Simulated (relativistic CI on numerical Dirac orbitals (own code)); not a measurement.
# Mo⁵⁺: M2,3 absorption multiplets

Wanted: the shape of the M2,3 absorption spectrum of Mo⁵⁺ in 4 surroundings, from the same atomic integrals.

Method: Dirac-Coulomb-Breit CI, KLI orbitals optimised for each configuration, model QED (radiative potential, 1s self-energy scaled to tabulated hydrogen-like ionisation energies), valence Slater integrals scaled by 0.8, multiplet model of core-to-valence dipole absorption in a parametric crystal field. Code: relativistic CI on numerical Dirac orbitals (own code) version 1.

### 1 Starting point

```
ion                                            : Mo⁵⁺ (Mo VI)
nuclear charge                                 : 42
electrons                                      : 37
configurations                                 : [Kr] 4d → [Ne] 3s2 3p5 3d10 4s2 4p6 4d2
magnetising field for the dichroism, Lz and Sz : exchange field 10 meV on Sz; these come from the lowest magnetised state alone (0 K)
temperature of the isotropic spectrum          : 300 K
widths                                         : Lorentz 3 eV, Gauss 0.4 eV
surrounding 1                                  : D3d, 10Dq = 59800, Dsigma = -670, Dtau = -450 cm⁻¹
surrounding 2                                  : Oh, 10Dq = 65150 cm⁻¹
surrounding 3                                  : Td, 10Dq = -23150 cm⁻¹
surrounding 4                                  : Td, 10Dq = -19300 cm⁻¹
```

### 2 Surrounding 1: D3d, 10Dq = 59800, Dsigma = -670, Dtau = -450

The run's settings:

```ini
atom Mo  Z=42  charge=5  electrons=37
nucleus A=98  rms_radius_fm=4.4091
hamiltonian dirac-coulomb  breit=on  qed=on  c_scale=1
orbitals kli  potential=per-configuration
slater_scale 0.8
correlation none
mixing on
configurations
  [Kr] 4d
  [Ne] 3s2 3p5 3d10 4s2 4p6 4d2
end
absorption M2,3 T=300 lorentz=3.0 gauss=0.4
crystal_field D3d 10Dq=59800 Dsigma=-670 Dtau=-450
```

### 3 Surrounding 2: Oh, 10Dq = 65150

Changes to the settings of step 2:

```diff
@@ -12,2 +12,2 @@
 absorption M2,3 T=300 lorentz=3.0 gauss=0.4
-crystal_field D3d 10Dq=59800 Dsigma=-670 Dtau=-450
+crystal_field Oh 10Dq=65150
```

### 4 Surrounding 3: Td, 10Dq = -23150

Changes to the settings of step 3:

```diff
@@ -12,2 +12,2 @@
 absorption M2,3 T=300 lorentz=3.0 gauss=0.4
-crystal_field Oh 10Dq=65150
+crystal_field Td 10Dq=-23150
```

### 5 Surrounding 4: Td, 10Dq = -19300

Changes to the settings of step 4:

```diff
@@ -12,2 +12,2 @@
 absorption M2,3 T=300 lorentz=3.0 gauss=0.4
-crystal_field Td 10Dq=-23150
+crystal_field Td 10Dq=-19300
```

(Steps that only read results are left out.)

Q: Predict the outcome of this session. Wanted: highest peak, first run; ground spin; share of the lower edge; core spin-orbit splitting.

The runs gave:

| surrounding | ground S | Lz (0 K) | Sz (0 K) | centroid (eV) | share of the lower edge | up to four highest peaks (% of the highest), eV |
| --- | --- | --- | --- | --- | --- | --- |
| 1: D3d | 0.50 | 1.03 | -0.50 | 410.40 | - | 402.5 (100), 409.5 (88), 420.0 (38), 427.0 (33) |
| 2: Oh | 0.50 | 1.00 | -0.50 | 410.41 | - | 402.0 (100), 410.0 (87), 419.0 (39), 428.0 (32) |
| 3: Td | 0.50 | 0.17 | -0.50 | 410.51 | 0.716 | 406.0 (100), 423.5 (37) |
| 4: Td | 0.50 | 0.21 | -0.50 | 410.46 | 0.717 | 406.0 (100), 423.5 (37) |

| quantity | value |
| --- | --- |
| highest peak, first run | 402.5 eV |
| ground spin (effective S from ⟨S²⟩) | 0.50 |
| share of the lower edge | 0.716 to 0.717 |
| core spin-orbit splitting (without Breit) | 17.91 eV |

In words: The lower edge takes 0.72 of the intensity in surrounding 3, above the statistical 0.67. The position of the maximum differs by up to 4.0 eV between the surroundings, by shifts of peaks or by peaks exchanging rank. Edge positions are free-ion values and differ from those in solids by a few eV or more.
